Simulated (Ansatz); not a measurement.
# CH₃BBr₂O: one species, many methods

One table from this session's results is given with a row withheld; the runs are named, their logs left out.

Computed with Ansatz 0.2.0, Gaussian basis. Level: functionals in def2-TZVPP, the program's frozen cores in correlated methods.

Plan: LDA (SPW92), PBE-D4, revPBE-D4, BLYP-D4, r2SCAN-D4, B97M-V, PBE0-D4, B3LYP-D4, r2SCANh-D4, r2SCAN0-D4, HSE06-D4, BHLYP-D4, CAM-B3LYP-D4, LC-ωPBE, ωB97X-V, ωB97M-V, B2PLYP, PBE-QIDH; CCSD(T)/def2-SVP; CCSD(T)/def2-TZVPP; MP2/def2-QZVPP; extrapolation to the limit; RPA on PBE.

## The geometry

An earlier PBE0-D4 in a triple-zeta def2 set relaxation fixed the geometry.

SMILES `COB(Br)Br`, 8 atoms, charge 0, spin multiplicity 1.

Atoms are counted from 1 here; the program's logs count them from 0.

Bond lengths: C1–O2 1.418 Å, C1–H6 1.090 Å, C1–H7 1.090 Å, C1–H8 1.091 Å, O2–B3 1.326 Å, B3–Br4 1.915 Å, B3–Br5 1.928 Å. Angles: O2–C1–H6 108.0°, O2–C1–H7 108.2°, O2–C1–H8 111.5°, H6–C1–H7 109.3°, H6–C1–H8 110.0°, H7–C1–H8 109.9°, C1–O2–B3 127.2°, O2–B3–Br4 117.8°, O2–B3–Br5 123.5°, Br4–B3–Br5 118.7°.

Coordinates:

| atom | x (Å) | y (Å) | z (Å) |
| --- | --- | --- | --- |
| C1 | -0.9449 | -0.5325 | -0.4616 |
| O2 | 0.1843 | -0.5476 | 0.3952 |
| B3 | 1.0694 | 0.4237 | 0.5712 |
| Br4 | 2.5003 | 0.1164 | 1.8068 |
| Br5 | 0.9877 | 2.1160 | -0.3480 |
| H6 | -0.8662 | -1.3849 | -1.1367 |
| H7 | -1.8391 | -0.6415 | 0.1527 |
| H8 | -0.9995 | 0.3932 | -1.0354 |

Set-up of the first run:

Input file in.yaml:

```yaml
crystal:
  periodic: [false, false, false]
  atoms:
    - {symbol: C, position_ang: [-0.944860, -0.532536, -0.461608]}
    - {symbol: O, position_ang: [0.184347, -0.547574, 0.395157]}
    - {symbol: B, position_ang: [1.069391, 0.423711, 0.571202]}
    - {symbol: Br, position_ang: [2.500305, 0.116416, 1.806786]}
    - {symbol: Br, position_ang: [0.987663, 2.116040, -0.347964]}
    - {symbol: H, position_ang: [-0.866211, -1.384875, -1.136664]}
    - {symbol: H, position_ang: [-1.839081, -0.641507, 0.152727]}
    - {symbol: H, position_ang: [-0.999454, 0.393225, -1.035435]}
basis:
  gaussian: {orbitals: def2-TZVPP}
hamiltonian: {xc: lda}
output: {orbitals: {seedname: orbitals}}
```

The run is started by

```sh
> ansatz run in.yaml --threads 2 --pin off --events-out ev --progress --plain --max-ram 32768MiB --backend cpu
```

Steps of the session up to this table: LDA; PBE-D4 (GGA); revPBE-D4 (GGA); BLYP-D4 (GGA); r2SCAN-D4 (meta-GGA); B97M-V (meta-GGA); B3LYP-D4 (hybrid); r2SCANh-D4 (hybrid); r2SCAN0-D4 (hybrid); HSE06-D4 (hybrid); BHLYP-D4 (hybrid); CAM-B3LYP-D4 (range-separated); LC-ωPBE (range-separated); ωB97X-V (range-separated); ωB97M-V (range-separated); B2PLYP (double hybrid); PBE-QIDH (double hybrid).

One table of the session follows, with a row left open; its other results are not shown here.

It belongs to the step «Orbital energies across the functionals». 

```
  functional  HOMO (eV)  gap (eV)
 LDA (SPW92)      -7.02      5.28
      PBE-D4      -6.85      5.38
   revPBE-D4          ?         ?
     BLYP-D4      -6.66      5.37
   r2SCAN-D4      -7.19      6.00
      B97M-V      -7.27      6.22
     PBE0-D4      -8.15      7.60
    B3LYP-D4      -7.86      7.14
  r2SCANh-D4      -7.66      6.80
  r2SCAN0-D4      -8.36      7.99
    HSE06-D4      -7.75      6.82
    BHLYP-D4      -9.26      9.81
CAM-B3LYP-D4      -9.45     10.06
     LC-ωPBE     -10.86     12.58
     ωB97X-V     -10.49     12.16
     ωB97M-V     -10.34     11.85
```

**Question.** Estimate the row for revPBE-D4.

**Answer.** HOMO (eV): -6.80; gap (eV): 5.42. In the column «HOMO (eV)» it lies between PBE-D4 (-6.85) and BLYP-D4 (-6.66).
